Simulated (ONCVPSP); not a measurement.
# An ONCV potential for O, from input to tests

Do these settings give a usable potential? It is generated, then checked for transferability, scattering, ghosts and hardness.

Program: ONCVPSP 4.0.1. Reference atom: PBE, fully relativistic, spherical and spin-unpolarised. All values are calculated.

### Step 1. The design

Typed settings, in words:

| Property | Result |
| --- | --- |
| element | oxygen (O, Z = 8) |
| type | optimised norm-conserving Vanderbilt (ONCV) |
| frozen core | [He] |
| valence charge | 6 |
| reference configuration | 2s2 2p4 |
| partial waves | 2s: rc 0.65 bohr, ncon 5, nbas 9, qcut 8 1/bohr, 2 projectors, debl 2.7 Ha; 2p: rc 1.30 bohr, ncon 4, nbas 9, qcut 12.2 1/bohr, 1 projector; d scattering state at 0.05 Ha: rc 1.15 bohr, ncon 4, nbas 7, qcut 8.3 1/bohr, 2 projectors, debl 3.5 Ha |
| local potential | polynomial inside 0.45 bohr (lpopt 5, dvloc0 0 Ha) |
| core correction | Teter function, fcfact 3, rcfact 1.55 |

### Step 2. Generation

Input file O.dat:

```
# ATOM AND REFERENCE CONFIGURATION
# atsym  z   nc   nv     iexc    psfile
  O 8.00    1    2        4      upf
#
#   n    l    f
    1    0    2.00
    2    0    2.00
    2    1    4.00
#
# PSEUDOPOTENTIAL AND OPTIMIZATION
# lmax
    2
#
#   l,   rc,      ep,       ncon, nbas, qcut
    0    0.65    0.00    5    9    8.00
    1    1.30    0.00    4    9   12.20
    2    1.15    0.05    4    7    8.30
#
# LOCAL POTENTIAL
# lloc, lpopt,  rc(5),   dvloc0
    4    5    0.45    0.00
#
# VANDERBILT-KLEINMAN-BYLANDER PROJECTORs
# l, nproj, debl
    0    2    2.70
    1    1    1.00
    2    2    3.50
#
# MODEL CORE CHARGE
# icmod, fcfact, rcfact
    3    3.00    1.55
#
# LOG DERIVATIVE ANALYSIS
# epsh1, epsh2, depsh
   -2.00    5.00    0.02
#
# OUTPUT GRID
# rlmax, drl
    6.00    0.01
#
# TEST CONFIGURATIONS
# ncnf
    4
# nvcnf
#   n    l    f
    2
    2    0    2.00
    2    1    3.00
#
    2
    2    0    2.00
    2    1    2.00
#
    2
    2    0    2.00
    2    1    1.00
#
    2
    2    0    0.00
    2    1    6.00
#
```

Launch:

```sh
oncvpspr.x < O.dat > O.out
```

**Question.** What will these runs give? Wanted: cutoffs for 1 and 0.1 mHa per electron, occupied waves; bound ghosts; GHOST(+) flags; largest test error; largest phase difference near zero energy, channels read; rms error of d²Exc/dn², without and with the model core.

The runs gave:

| quantity | value |
| --- | --- |
| cutoffs for 1 and 0.1 mHa per electron, occupied waves | 221 Ha and 502 Ha |
| bound ghosts | s at -61361.68 eV |
| GHOST(+) flags | s at 475 eV, s at 3393 eV, s at 7448 eV, d5/2 at 198 eV and 1 more |
| largest test error (AE − PS) | +291 meV, for 2s2 2p1 |
| largest phase difference near zero energy, channels read | 0.001 rad |
| rms error of d²Exc/dn², without and with the model core | 10.89 and 10.23 mHa |

In words: It has a bound ghost (s), a state that the atom doesn't have, and that rules the file out. By total energies transferability is fair for so large an energy: the largest error is 291 meV on 103.9 eV, for 2s2 2p1. That test lies far up in energy; among those under 40 eV, nearer to bonding, the largest error is 43 meV. By its cutoff, 221 Ha for the looser tolerance, it is very hard. At the looser tolerance the 2s wave is the slowest; 2p needs 42 Ha. Near zero energy the phases of the channels with partial waves agree within 0.001 rad. The program also flags highly localised states, GHOST(+) (s, d5/2, d3/2).
